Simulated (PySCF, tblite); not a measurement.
**C7H4FN: geometry, infrared bands and NMR shifts**

Aim: predict the infrared bands and NMR shifts of C7H4FN (`C=C/C(F)=C\C#CC#N`).

Programs: tblite 0.8.0 and PySCF 2.14.0, with density-fitted response routines of our own. Each step states its level of theory. These are calculated values for one molecule in the gas phase, unless marked as measured. Atoms are numbered from 0 throughout.

### 1 Starting geometry

13 atoms, charge 0, multiplicity 1; geometry from: force field or distance geometry start.

Bonds of the start (Å): C0–C1 1.32, C1–C2 1.47, C2–F3 1.37, C2–C4 1.31, C4–C5 1.44, C5–C6 1.21, C6–C7 1.43, C7–N8 1.16, C0–H9 1.11, C0–H10 1.08, C1–H11 1.08, C4–H12 1.09.

### 2 Optimising the geometry with GFN2-xTB

What the job is given:

```
{"job": {"kind": "relax", "xc": "GFN2-xTB", "basis": "xTB"}, "charge": 0, "multiplicity": 1}
C     -2.437200    -0.773100     0.399300
C     -1.173300    -0.455900     0.183700
C     -0.868300     0.979200     0.108900
F     -1.896400     1.883300     0.227800
C      0.338000     1.439500    -0.088900
C      1.439100     0.527500    -0.242600
C      2.386500    -0.220300    -0.362300
C      3.515900    -1.090000    -0.507900
N      4.432800    -1.789600    -0.646600
H     -3.212200     0.013800     0.499200
H     -2.683600    -1.821000     0.466100
H     -0.394100    -1.200800     0.096700
H      0.548400     2.507800    -0.151100
```

The run is started by

```
> OMP_NUM_THREADS=1 python probes_run.py task.json out
```

One launch serves the whole session: the jobs run in the order shown.

**Question.** This job is followed by: GFN2-xTB harmonic vibrations, gas phase; GIAO PBE0/pcSseg-1 NMR shielding, non-relativistic, gas phase. What will the session give for the following? strongest single infrared mode (GFN2-xTB); zero-point energy (GFN2-xTB); 13C shifts against TMS (PBE0/pcSseg-1); 1H shifts against TMS (PBE0/pcSseg-1); 19F shifts against CFCl3 (PBE0/pcSseg-1); 15N shifts against NH3 (PBE0/pcSseg-1); surface potential, 1st and 99th percentile.

**Answer**, as computed:

```
                                 quantity                                             value
strongest single infrared mode (GFN2-xTB)                             2337 cm⁻¹, 375 km/mol
             zero-point energy (GFN2-xTB)                                     52.4 kcal/mol
   13C shifts against TMS (PBE0/pcSseg-1)  187.0, 133.5, 133.2, 111.5, 94.0, 83.7, 79.6 ppm
    1H shifts against TMS (PBE0/pcSseg-1)                        7.07, 6.44, 6.16, 5.56 ppm
 19F shifts against CFCl3 (PBE0/pcSseg-1)                                         -97.0 ppm
   15N shifts against NH3 (PBE0/pcSseg-1)                                         323.0 ppm
    surface potential, 1st and 99th percentile                                -1.61 V and 1.41 V
```

Relaxing lowered the energy by 0.378 eV in 40 steps; the close pair that moved most is C6–C7, from 1.433 to 1.357 Å. No mode is imaginary among the 33: a minimum at this level. The strongest single mode, at 2337 cm⁻¹, moves mainly C7 and N8. GFN2-xTB is a fitted tight-binding method: band positions and strengths are rough. Its intensities can rank the bands wrongly. At PBE0/pcSseg-1: The widest tensor belongs to N8: span 499 ppm, with a paramagnetic part of -397 ppm. By nearest atom (PBE0/pcSseg-1), the HOMO sits on C4, C6 about 19 % each; C0, C2 about 13 % each and the LUMO on C0, C2 about 18 % each; C4, C6 about 11 % each.
